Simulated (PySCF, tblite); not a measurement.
# C₆H₇FN₂Si: geometry, infrared bands and NMR shifts

What infrared bands and NMR shifts should C₆H₇FN₂Si (`C[SiH2]/C(C#N)=C(/C#N)CF`) show?

Programs: tblite 0.8.0 and PySCF 2.14.0, with density-fitted response routines of our own. Each step states its level of theory. These are calculated values for one molecule in the gas phase, unless marked as measured. Atoms count from 0, in the outputs and in this text.

**1. The starting structure**

17 atoms, charge 0, multiplicity 1; geometry from: force field or distance geometry start.

Bonds of the start (Å): C0–Si1 1.89, Si1–C2 1.83, C2–C3 1.46, C3–N4 1.17, C2–C5 1.34, C5–C6 1.45, C6–N7 1.14, C5–C8 1.48, C8–F9 1.35, C0–H10 1.09, C0–H11 1.13, C0–H12 1.10, Si1–H13 1.48, Si1–H14 1.45, C8–H15 1.12, C8–H16 1.13.

**2. Optimising the geometry with GFN2-xTB**

Job settings and geometry (Å):

```
{"job": {"kind": "relax", "xc": "GFN2-xTB", "basis": "xTB"}, "charge": 0, "multiplicity": 1}
C      2.714300     0.044700    -0.285600
Si     1.008500    -0.750900    -0.503300
C     -0.175800     0.491500     0.129100
C      0.284100     1.830600     0.481000
N      0.650800     2.890300     0.805900
C     -1.477200     0.208100     0.244800
C     -2.362400     1.249600     0.740200
N     -3.042500     2.071000     1.144100
C     -2.047700    -1.117600    -0.094800
F     -1.062400    -1.934900    -0.532600
H      3.375400    -0.299200    -1.082600
H      3.120700    -0.286600     0.713300
H      2.642400     1.146600    -0.277000
H      1.064800    -1.968600     0.341500
H      0.739100    -1.066200    -1.888300
H     -2.907500    -1.024200    -0.803200
H     -2.531600    -1.472100     0.857600
```

Launch:

```bash
$ OMP_NUM_THREADS=1 python probes_run.py task.json out
```

One launch serves the whole session: the jobs run in the order shown.

**Question.** This job is followed by: GFN2-xTB harmonic vibrations, gas phase; GIAO PBE0/pcSseg-1 NMR shielding, non-relativistic, gas phase. What will the session give for the following? strongest single infrared mode (GFN2-xTB); zero-point energy (GFN2-xTB); 13C shifts against TMS (PBE0/pcSseg-1); 1H shifts against TMS (PBE0/pcSseg-1, means over atoms taken as alike); 29Si shifts against TMS (PBE0/pcSseg-1); 15N shifts against NH3 (PBE0/pcSseg-1); 19F shifts against CFCl3 (PBE0/pcSseg-1); surface potential, 1st and 99th percentile.

The runs gave:

| quantity | value |
| --- | --- |
| strongest single infrared mode (GFN2-xTB) | 2281 cm⁻¹, 307 km/mol |
| zero-point energy (GFN2-xTB) | 70.0 kcal/mol |
| 13C shifts against TMS (PBE0/pcSseg-1) | 142.4, 135.3, 121.4, 118.3, 88.7, -5.6 ppm |
| 1H shifts against TMS (PBE0/pcSseg-1, means over atoms taken as alike) | 5.58, 4.71, 0.53 ppm |
| 29Si shifts against TMS (PBE0/pcSseg-1) | -47.0 ppm |
| 15N shifts against NH3 (PBE0/pcSseg-1) | 347.6, 341.0 ppm |
| 19F shifts against CFCl3 (PBE0/pcSseg-1) | -254.5 ppm |
| surface potential, 1st and 99th percentile | -1.60 V and 1.65 V |

In words: Relaxing lowered the energy by 0.601 eV in 88 steps; the close pair that moved most is Si1–C2, from 1.829 to 1.919 Å. No mode is imaginary among the 45: a minimum at this level. The strongest single mode, at 2281 cm⁻¹, moves mainly H14. GFN2-xTB is a fitted tight-binding method: band positions and strengths are rough. Its intensities can rank the bands wrongly. The most deshielded hydrogen is H15, H16 (mean) (hydrogen on an allylic sp3 CH2 bonded to F), at 5.58 ppm: its carbon carries F, which withdraws density. At PBE0/pcSseg-1: The widest tensor belongs to N7: span 429 ppm, with a paramagnetic part of -413 ppm. By nearest atom (PBE0/pcSseg-1), the HOMO sits on C2, C5 about 22 % each; N4 19 % and the LUMO on C2, C5 about 25 % each; N4, N7 about 13 % each.
